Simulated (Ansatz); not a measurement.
# C6H8Ge: the cost of one run

Method: the settings change from run to run; program: Ansatz 0.2.0, Gaussian basis.

**1. The geometry**

The structure was relaxed beforehand with PBE0-D4 in a triple-zeta def2 set.

SMILES `[GeH3][c]1ccccc1`, 15 atoms, charge 0, spin multiplicity 1.

Atoms are counted from 1 here; the program's logs count them from 0.

Bond lengths: Ge1–C2 1.945 Å, Ge1–H8 1.538 Å, Ge1–H9 1.538 Å, Ge1–H10 1.540 Å, C2–C3 1.393 Å, C2–C7 1.393 Å, C3–C4 1.387 Å, C3–H11 1.086 Å, C4–C5 1.387 Å, C4–H12 1.084 Å, C5–C6 1.387 Å, C5–H13 1.084 Å, C6–C7 1.387 Å, C6–H14 1.084 Å, C7–H15 1.086 Å. Angles: C2–Ge1–H8 109.6°, C2–Ge1–H9 109.6°, C2–Ge1–H10 110.8°, H8–Ge1–H9 109.9°, H8–Ge1–H10 108.5°, H9–Ge1–H10 108.5°, Ge1–C2–C3 120.7°, Ge1–C2–C7 120.7°, C3–C2–C7 118.6°, C2–C3–C4 120.8°, C2–C3–H11 120.1°, C4–C3–H11 119.1°, C3–C4–C5 120.0°, C3–C4–H12 119.9°, C5–C4–H12 120.1°, C4–C5–C6 119.8°, C4–C5–H13 120.1°, C6–C5–H13 120.1° and more.

Coordinates:

```mol
C6H8Ge
  3D, bonds by distance, orders not assigned

 15 15  0  0  0  0  0  0  0  0999 V2000
   -0.7155    0.4871    2.3648 Ge  0  0
   -0.1550    0.1164    0.5393 C   0  0
    0.8128   -0.8503    0.2747 C   0  0
    1.1986   -1.1308   -1.0279 C   0  0
    0.6207   -0.4449   -2.0856 C   0  0
   -0.3416    0.5223   -1.8365 C   0  0
   -0.7249    0.8002   -0.5326 C   0  0
   -1.1545    1.9563    2.4814 H   0  0
    0.4517    0.2128    3.3278 H   0  0
   -1.9008   -0.4097    2.7662 H   0  0
    1.2785   -1.3917    1.0923 H   0  0
    1.9542   -1.8850   -1.2171 H   0  0
    0.9227   -0.6617   -3.1040 H   0  0
   -0.7934    1.0642   -2.6598 H   0  0
   -1.4752    1.5640   -0.3536 H   0  0
  1  2  8  0
  2  3  8  0
  3  4  8  0
  4  5  8  0
  5  6  8  0
  6  7  8  0
  1  8  8  0
  1  9  8  0
  1 10  8  0
  3 11  8  0
  4 12  8  0
  5 13  8  0
  6 14  8  0
  7 15  8  0
  2  7  8  0
M  END
```

**2. revPBE0/aug-cc-pVDZ**

This run has unrestricted orbitals, coordinates scaled by 1.25.

File in.yaml:

```yaml
crystal:
  periodic: [false, false, false]
  atoms:
    - {symbol: Ge, position_ang: [-0.894424, 0.608843, 2.956040]}
    - {symbol: C, position_ang: [-0.193813, 0.145549, 0.674161]}
    - {symbol: C, position_ang: [1.016024, -1.062833, 0.343403]}
    - {symbol: C, position_ang: [1.498199, -1.413515, -1.284814]}
    - {symbol: C, position_ang: [0.775856, -0.556100, -2.607013]}
    - {symbol: C, position_ang: [-0.426949, 0.652834, -2.295594]}
    - {symbol: C, position_ang: [-0.906089, 1.000245, -0.665810]}
    - {symbol: H, position_ang: [-1.443180, 2.445399, 3.101693]}
    - {symbol: H, position_ang: [0.564639, 0.266059, 4.159725]}
    - {symbol: H, position_ang: [-2.376002, -0.512176, 3.457738]}
    - {symbol: H, position_ang: [1.598089, -1.739570, 1.365386]}
    - {symbol: H, position_ang: [2.442769, -2.356255, -1.521407]}
    - {symbol: H, position_ang: [1.153356, -0.827089, -3.879975]}
    - {symbol: H, position_ang: [-0.991781, 1.330227, -3.324696]}
    - {symbol: H, position_ang: [-1.843943, 1.955005, -0.441962]}
basis:
  gaussian: {orbitals: aug-cc-pVDZ}
magnetization: {spin_polarized: true, initial_magnetization: 0}
hamiltonian: {xc: {name: revPBE0}}
output: {forces: true}
```

Started as:

```
$ ansatz run in.yaml --threads 2 --pin off --events-out ev --progress --plain --max-ram 32768MiB --backend cpu
```

**Question.** How long does this run take on 2 threads of AMD EPYC 7R13, shared host, and how much memory does it need?

About 68 s, with a peak of 1.6 GiB.
